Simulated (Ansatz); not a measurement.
# Si2Ni (fluorite type): the cost of one run

Method: DFT LDA, with the methods named in each step, in Ansatz 0.2.0.

1 further run of the same task is left out (set aside as unsound or not needed). Runs told in other sessions of the task aren't counted.

**1. The system as given**

Symmetry: Fm-3m, No. 225, cubic system. Conventional cell: a = 5.317 Å, b = 5.317 Å, c = 5.317 Å, α = 90.00°, β = 90.00°, γ = 90.00°. Ni (site symmetry m-3m) has 8 Si at 2.30 Å in its first shell of neighbours. Si (site symmetry -43m) has 4 Ni at 2.30 Å in its first shell of neighbours.

As a file:

```
Ni Si
1.0
     0.00000    2.65868    2.65868
     2.65868    0.00000    2.65868
     2.65868    2.65868    0.00000
Ni Si
1 2
Direct
  0.00000 0.00000 0.00000
  0.25000 0.25000 0.25000
  0.75000 0.75000 0.75000
```

Whether this phase is the stable one at these pressures isn't tested.

Atoms are numbered in the order of the input: Ni1, Si2, Si3.

**2. Cell relaxed at zero pressure, PAW**

Contents of input.yaml:

```yaml
crystal:
  lattice:
    - [0.0, 2.6586821493, 2.6586821493]
    - [2.6586821493, 0.0, 2.6586821493]
    - [2.6586821493, 2.6586821493, 0.0]
  atoms:
    - { symbol: Ni, position: [0.0, 0.0, 0.0] }
    - { symbol: Si, position: [0.25, 0.25, 0.25] }
    - { symbol: Si, position: [0.75, 0.75, 0.75] }
kpoints:
  mp_grid: { grid: [11, 11, 11] }
scf:
  occupations: { method: fermi_dirac, width: 0.05 }
hamiltonian:
  xc: lda
  pseudopotentials: { kind: paw }
output:
  forces: true
  stress: true
relax:
  f_tol: 0.005
  max_steps: 40
  cell: {}
```

The run is started by

```
$ ansatz run input.yaml --threads 1 --pin off --max-ram 3072MiB --backend cpu --events-out ev --progress --plain --runs-dir out
```

**Question.** How long does this run take on 1 thread of Intel Xeon at 2.70GHz, shared host, and how much memory does it need?

About 11 s, with a peak of 0.36 GiB.
